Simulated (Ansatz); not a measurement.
# MoS2: the cost of one run

Program: Ansatz 0.2.0. Level of theory: DFT PBE, scalar-relativistic, plane waves, PAW. These are calculated values, not measurements.

### Step 1. The structure to begin with

The structure is hexagonal, space group P6_3/mmc (No. 194). The conventional cell has a = 3.169 Å, b = 3.169 Å, c = 12.324 Å, α = 90.00°, β = 90.00°, γ = 120.00°. Mo (site symmetry -6m2) is surrounded by 6 S at 2.41 Å. Around S (site symmetry 3m) lie 3 Mo at 2.41 Å.

Coordinates:

```cif
data_structure
_symmetry_space_group_name_H-M 'P6_3/mmc'
_symmetry_Int_Tables_number 194
_cell_length_a 3.1690
_cell_length_b 3.1690
_cell_length_c 12.3240
_cell_angle_alpha 90.000
_cell_angle_beta 90.000
_cell_angle_gamma 120.000
_cell_volume 107.18
loop_
_atom_site_label
_atom_site_type_symbol
_atom_site_symmetry_multiplicity
_atom_site_Wyckoff_symbol
_atom_site_fract_x
_atom_site_fract_y
_atom_site_fract_z
_atom_site_occupancy
Mo1 Mo 2 c 0.33333 0.66667 0.25000 1
S1 S 4 f 0.33333 0.66667 0.62300 1
```

The structure rests on an entry of the Crystallography Open Database; cell or positions may have been set otherwise for this series.

### Step 2. Single point: MoS2, no spin

The input, input.yaml:

```yaml
crystal:
  lattice:
    - [3.169, 0.0, 0.0]
    - [-1.5845, 2.7444345046, 0.0]
    - [0.0, 0.0, 12.324]
  atoms:
    - { symbol: Mo, position: [0.3333333333, 0.6666666667, 0.25] }
    - { symbol: Mo, position: [0.6666666667, 0.3333333333, 0.75] }
    - { symbol: S, position: [0.3333333333, 0.6666666667, 0.623] }
    - { symbol: S, position: [0.6666666667, 0.3333333333, 0.123] }
    - { symbol: S, position: [0.3333333333, 0.6666666667, 0.877] }
    - { symbol: S, position: [0.6666666667, 0.3333333333, 0.377] }
scf:
  occupations: { method: fixed }
output:
  eigenvalues: true
  optics:
    e_range: [0, 25]
    de: 0.05
    sigma: 0.05
    bands: { spectra_wanted_up_to: 25 }
    nscf_kmesh: { grid: [24, 24, 6] }
    scissors: 0.0
  write_density: true
  write_potential: true
  elf: true
  volumetric_format: npy
hamiltonian:
  xc: pbe
kpoints:
  mp_grid: { grid: [9, 9, 3] }
```

Started as:

```console
$ ansatz run input.yaml --threads 8 --pin off --max-ram 24576MiB --backend cpu --events-out ev --progress --plain --runs-dir out
```

What time and memory should one allow on 8 threads of AMD EPYC 9R45 (Zen 5), shared host?

About 38 s, with a peak of 4.5 GiB.
